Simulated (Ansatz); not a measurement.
# C₂H₅AlCl₂: a ladder of functionals and wavefunction methods

How much do the methods differ for C₂H₅AlCl₂? The plan is to run it at one geometry with functionals of several rungs and with coupled cluster, and see how far each lands from CCSD(T) at the basis-set limit for the atomisation energy.

Computed with Ansatz 0.2.0, Gaussian basis. Level: functionals in def2-TZVPP, the program's frozen cores in correlated methods.

Plan: LDA (SPW92), PBE-D4, revPBE-D4, BLYP-D4, r2SCAN-D4, B97M-V, PBE0-D4, B3LYP-D4, r2SCANh-D4, r2SCAN0-D4, HSE06-D4, BHLYP-D4, CAM-B3LYP-D4, LC-ωPBE, ωB97X-V, ωB97M-V, B2PLYP, PBE-QIDH; CCSD(T)/def2-SVP; CCSD(T)/def2-TZVPP; MP2/def2-QZVPP; extrapolation to the limit; RPA on PBE.

## Step 1: The relaxed structure

All runs share one geometry, relaxed beforehand with PBE0-D4 in a triple-zeta def2 set.

10 atoms, charge 0, spin multiplicity 1.

Atoms are counted from 1 here; the program's logs count them from 0.

Bond lengths: C1–C2 1.527 Å, C1–H6 1.093 Å, C1–H7 1.092 Å, C1–H8 1.092 Å, C2–Al3 1.939 Å, C2–H9 1.097 Å, C2–H10 1.097 Å, Al3–Cl4 2.092 Å, Al3–Cl5 2.091 Å. Angles: C2–C1–H6 111.5°, C2–C1–H7 111.7°, C2–C1–H8 111.7°, H6–C1–H7 107.4°, H6–C1–H8 107.4°, H7–C1–H8 106.8°, C1–C2–Al3 115.9°, C1–C2–H9 110.9°, C1–C2–H10 110.9°, Al3–C2–H9 107.0°, Al3–C2–H10 106.9°, H9–C2–H10 104.6°, C2–Al3–Cl4 121.8°, C2–Al3–Cl5 121.4°, Cl4–Al3–Cl5 116.8°.

## Step 2: LDA

This LDA is Slater exchange with PW92 correlation.

File in.yaml:

```yaml
crystal:
  periodic: [false, false, false]
  atoms:
    - {symbol: C, position_ang: [-0.310495, -1.047293, 0.828237]}
    - {symbol: C, position_ang: [0.357852, 0.288015, 0.507359]}
    - {symbol: Al, position_ang: [0.109083, 0.948617, -1.298913]}
    - {symbol: Cl, position_ang: [-1.001005, -0.114726, -2.717976]}
    - {symbol: Cl, position_ang: [0.943056, 2.763495, -1.919317]}
    - {symbol: H, position_ang: [-0.120726, -1.351555, 1.861231]}
    - {symbol: H, position_ang: [0.052134, -1.847577, 0.179204]}
    - {symbol: H, position_ang: [-1.393582, -0.999814, 0.694571]}
    - {symbol: H, position_ang: [0.006912, 1.074414, 1.187101]}
    - {symbol: H, position_ang: [1.439872, 0.235323, 0.681403]}
basis:
  gaussian: {orbitals: def2-TZVPP}
hamiltonian: {xc: lda}
output: {orbitals: {seedname: orbitals}}
```

The run is started by

```console
ansatz run in.yaml --threads 4 --pin off --events-out ev --progress --plain --max-ram 10444MiB
```

Further steps of the session: PBE-D4 (GGA); revPBE-D4 (GGA); BLYP-D4 (GGA); r2SCAN-D4 (meta-GGA); B97M-V (meta-GGA); B3LYP-D4 (hybrid); r2SCANh-D4 (hybrid); r2SCAN0-D4 (hybrid); HSE06-D4 (hybrid); BHLYP-D4 (hybrid); CAM-B3LYP-D4 (range-separated); LC-ωPBE (range-separated); ωB97X-V (range-separated); ωB97M-V (range-separated); B2PLYP (double hybrid); PBE-QIDH (double hybrid); CCSD(T) in def2-SVP; CCSD(T) in def2-TZVPP; MP2 in def2-QZVPP; RPA on PBE orbitals.

**Question.** What will the summary of the whole plan be? Wanted: atomisation energy, CCSD(T)/CBS; farthest beyond LDA; mean size of error, GGA; mean size of error, meta-GGA; mean size of error, hybrid; mean size of error, range-separated; mean size of error, double hybrid; gap, smallest and largest; T1 diagnostic.

As calculated:

| quantity | value |
| --- | --- |
| atomisation energy, CCSD(T)/CBS | 38.102 eV |
| functionals within 0.191 eV (0.5 %) | PBE0-D4, r2SCANh-D4, r2SCAN0-D4, HSE06-D4, CAM-B3LYP-D4, ωB97X-V, ωB97M-V, PBE-QIDH |
| farthest beyond LDA | BHLYP-D4 (-0.934 eV) |
| mean size of error, GGA | 0.475 eV |
| mean size of error, meta-GGA | 0.238 eV |
| mean size of error, hybrid | 0.265 eV |
| mean size of error, range-separated | 0.116 eV |
| mean size of error, double hybrid | 0.293 eV |
| gap, smallest and largest | 5.24 eV (LDA (SPW92)), 12.22 eV (LC-ωPBE) |
| T1 diagnostic | 0.0087 |
| triples share of the correlation energy | 3.9 % |

The LDA atomisation energy is off by 4.548 eV (12 %): it overbinds. PBE-D4 is off by +0.369 eV. Double hybrids carry the basis error of their MP2 part in triple zeta, and no dispersion term here, so their miss is partly the set-up's. Taken by rung, range-separated functionals do best (0.116 eV on average) and GGA ones worst beyond LDA (0.475 eV). Misses under about 0.191 eV are within the doubt on the reference itself, which lacks core-valence correlation, relativity and higher excitations. Hartree-Fock recovers 77 % of the binding; the rest is correlation. CCSD(T) in def2-SVP is off by -1.850 eV, worse than the median functional, from the basis alone. The gap grows from 5.2 to 12.2 eV across the functionals, mostly with the share of exact exchange.
